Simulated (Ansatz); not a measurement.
# CH₄BrClO₂Si: a ladder of functionals and wavefunction methods

One table from this session's results is given with a row withheld; the runs are named, their logs left out.

Program: Ansatz 0.2.0, Gaussian basis. Level of theory: functionals in def2-TZVPP, the program's frozen cores in correlated methods. These are calculated values, not measurements.

Plan: PBE-D4, r2SCAN-D4, PBE0-D4, B3LYP-D4, ωB97X-V, ωB97M-V, B2PLYP; CCSD(T)/def2-TZVPP; MP2/def2-QZVPP; extrapolation to the limit.

### The geometry

The geometry comes from an earlier relaxation with PBE0-D4 in a triple-zeta def2 set; it is a stationary point, not always the lowest conformer.

SMILES `CO[Si](O)(Cl)Br`, 10 atoms, charge 0, spin multiplicity 1.

Atoms are counted from 1 here; the program's logs count them from 0.

Bond lengths: C1–O2 1.415 Å, C1–H7 1.094 Å, C1–H8 1.093 Å, C1–H9 1.090 Å, O2–Si3 1.613 Å, Si3–O4 1.616 Å, Si3–Cl5 2.029 Å, Si3–Br6 2.214 Å, O4–H10 0.959 Å. Angles: O2–C1–H7 110.9°, O2–C1–H8 110.8°, O2–C1–H9 107.7°, H7–C1–H8 109.2°, H7–C1–H9 109.1°, H8–C1–H9 109.1°, C1–O2–Si3 126.5°, O2–Si3–O4 110.0°, O2–Si3–Cl5 111.2°, O2–Si3–Br6 108.8°, O4–Si3–Cl5 107.0°, O4–Si3–Br6 111.2°, Cl5–Si3–Br6 108.7°, Si3–O4–H10 117.8°.

Set-up of the first run:

The input, in.yaml:

```yaml
crystal:
  periodic: [false, false, false]
  atoms:
    - {symbol: C, position_ang: [-1.460041, 0.791989, -0.039385]}
    - {symbol: O, position_ang: [-0.514422, -0.139167, -0.528909]}
    - {symbol: Si, position_ang: [0.995417, -0.341621, 0.001723]}
    - {symbol: O, position_ang: [1.719234, -1.523321, -0.828726]}
    - {symbol: Cl, position_ang: [2.101675, 1.336778, -0.271770]}
    - {symbol: Br, position_ang: [0.935274, -0.806508, 2.165696]}
    - {symbol: H, position_ang: [-1.660956, 0.622835, 1.022250]}
    - {symbol: H, position_ang: [-1.105175, 1.816809, -0.179036]}
    - {symbol: H, position_ang: [-2.382128, 0.654839, -0.603732]}
    - {symbol: H, position_ang: [1.371122, -2.412622, -0.738091]}
basis:
  gaussian: {orbitals: def2-TZVPP}
hamiltonian: {xc: pbe, dispersion: d4}
output: {forces: true, orbitals: {seedname: orbitals}}
```

Command:

```sh
> ansatz run in.yaml --threads 2 --pin off --events-out ev --progress --plain --max-ram 32768MiB --backend cuda --devices 0, --max-vram 18GiB
```

Steps of the session up to this table: PBE-D4 (GGA); r2SCAN-D4 (meta-GGA); PBE0-D4 (hybrid); B3LYP-D4 (hybrid); ωB97X-V (range-separated); ωB97M-V (range-separated); B2PLYP (double hybrid); CCSD(T) in def2-TZVPP; MP2 in def2-QZVPP.

One of the session's tables, all rows but one given; the rest of the session is left out.

```
            method  atomisation energy (kJ/mol)
            PBE-D4                            ?
         r2SCAN-D4                       3829.3
           PBE0-D4                       3795.9
          B3LYP-D4                       3777.5
           ωB97X-V                       3818.0
           ωB97M-V                       3822.0
            B2PLYP                       3751.3
     HF/def2-TZVPP                       2737.7
    MP2/def2-TZVPP                       3825.8
   CCSD/def2-TZVPP                       3639.1
CCSD(T)/def2-TZVPP                       3705.0
           MP2/CBS                       3953.2
       CCSD(T)/CBS                       3832.5
```

Q: Estimate the row for PBE-D4 from the others.

The run gave: atomisation energy (kJ/mol): 3871.6. In the column «atomisation energy (kJ/mol)» it lies between CCSD(T)/CBS (3832.5) and MP2/CBS (3953.2).
